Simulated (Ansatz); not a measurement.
**WB+ (quintet): from Hartree-Fock to the top rungs, def2-SVP**

The task here is to estimate one member of a computed series from the others.

The runs use Ansatz 0.2.0, Gaussian basis; def2-SVP, core rule «outside noble gas», up to 5 orbitals frozen.

Plan: UHF; CCSD(T) on ROHF; CCSD(T) on UHF; CISD; CCSDT(Q) on ROHF; CCSDT(Q) on UHF; CCSDTQ on ROHF; CASSCF and MRCISD+Q, 8 electrons in 10 orbitals; CASSCF and NEVPT2, 8 electrons in 10 orbitals.

9 further runs of the same task are left out: 2 for a known fault of the program, 1 that didn't finish, 6 set aside as unsound or not needed.

## What is computed

The geometry is a PBE0/def2-TZVP stationary point (not a proven minimum). No spin-orbit coupling is included. Elements past krypton take def2 core potentials.

2 atoms, charge 1, spin multiplicity 5.

Atoms are counted from 1 here; the program's logs count them from 0.

Bond lengths: W1–B2 2.058 Å.

Coordinates:

```
W     0.0000    0.0000    0.0000
B     0.0000    0.0000    2.0584
```

Set-up of the first run:

Contents of in.yaml:

```yaml
crystal:
  periodic: [false, false, false]
  atoms:
    - {symbol: W, position_ang: [0.000000, 0.000000, 0.000000]}
    - {symbol: B, position_ang: [0.000000, 0.000000, 2.058400]}
basis:
  gaussian: {orbitals: def2-SVP}
total_charge: 1
magnetization: {spin_polarized: true, initial_magnetization: 4}
hamiltonian: {xc: hf}
output: {orbitals: {seedname: orbitals}}
```

The run is started by

```
$ ansatz run in.yaml --threads 1 --pin off --events-out ev --progress --plain --max-ram 4096MiB --backend cpu
```

Among the steps run: UHF; CCSD(T) on ROHF; CCSD(T) on UHF; CISD; CCSDT(Q) on ROHF; CCSDT(Q) on UHF; CCSDTQ on ROHF; CASSCF and MRCISD+Q, 8 electrons in 10 orbitals; CASSCF and NEVPT2, 8 electrons in 10 orbitals.

One table of the session follows, with a row left open; its other results are not shown here.

| method | from RCCSDTQ (meV) |
| --- | --- |
| ROHF | +4971.2 |
| UHF | ? |
| RMP2 | +1147.0 |
| UMP2 | +752.7 |
| RCCSD | +433.8 |
| UCCSD | +9.4 |
| RCCSD(T) | +145.8 |
| UCCSD(T) | -180.9 |
| RCCSDT | +58.7 |
| UCCSDT | -18.2 |
| RCCSDT(Q) | +6.1 |
| UCCSDT(Q) | -86.2 |
| RCCSDTQ | 0 |
| CASSCF valence | +2327.3 |
| NEVPT2 valence | +544.7 |
| MRCISD valence | +110.6 |
| MRCISD+Q valence | +6.0 |

Q: Estimate the row for UHF from the others.

As computed: from RCCSDTQ (meV): +3627.5. In the column «from RCCSDTQ (meV)» it lies between CASSCF valence (+2327.3) and ROHF (+4971.2).

Caveats from the session: The determinant is far from a pure spin state, so its energy mixes those of several spin states (harmless only where they are near-degenerate, as at dissociation). The program flags UCCSD(T) as in doubt, so those rows may rest on another solution; read them beside their warnings. Restricted and unrestricted rows rest on different reference determinants; where their highest levels disagree by more than a few hundredths of an eV, they describe different states and don't form one ladder.
